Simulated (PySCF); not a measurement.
# C5H9ClO (Pivaloyl Chloride): the cost of one run

Computed with PySCF 2.14.0, with density-fitted response routines of our own, on a single molecule, in the gas phase or a continuum. Atoms count from 0, in the outputs and in this text.

### Step 1. The molecule as given

16 atoms, charge 0, multiplicity 1; geometry from: GFN2-xTB. The atoms were then displaced at random by about 0.01 Å, so the start is not that level's minimum.

Bonds of the start (Å): C0–C1 1.51, C1–C2 1.54, C1–C3 1.56, C1–C4 1.50, C4–O5 1.19, C4–Cl6 1.77, C0–H7 1.10, C0–H8 1.06, C0–H9 1.11, C2–H10 1.09, C2–H11 1.06, C2–H12 1.08, C3–H13 1.09, C3–H14 1.11, C3–H15 1.05.

### Step 2. Optimising the geometry at PBE0-D3(BJ)/def2-SVP

What the job is given:

```
{"job": {"xc": "PBE0", "basis": "def2-SVP", "d3": "d3bj", "grid": 1, "shake": 0.01, "kind": "geom"}, "charge": 0, "multiplicity": 1}
C      0.197010     1.373050    -0.633620
C     -0.065990     0.036190     0.025400
C     -0.291820    -1.040100    -1.049660
C      1.162850    -0.320240     0.919840
C     -1.305300     0.137120     0.866410
O     -2.009590     1.087310     1.034300
Cl    -1.692890    -1.371530     1.717240
H      0.325660     2.179500     0.106760
H      1.065760     1.358400    -1.238900
H     -0.673480     1.669730    -1.250950
H      0.597210    -1.092640    -1.671300
H     -1.128640    -0.797650    -1.651830
H     -0.455840    -2.000660    -0.594070
H      1.245700     0.428480     1.708710
H      0.975660    -1.302040     1.391840
H      2.034650    -0.347290     0.330560
```

Command:

```console
> OMP_NUM_THREADS=1 python probes_run.py task.json out
```

One launch serves the whole session: the jobs run in the order shown.

**Question.** How long does this first job take on 1 thread of Intel Xeon Platinum 8488C, shared host, and how much memory does it need?

About 77 s, with a peak of 0.62 GiB.
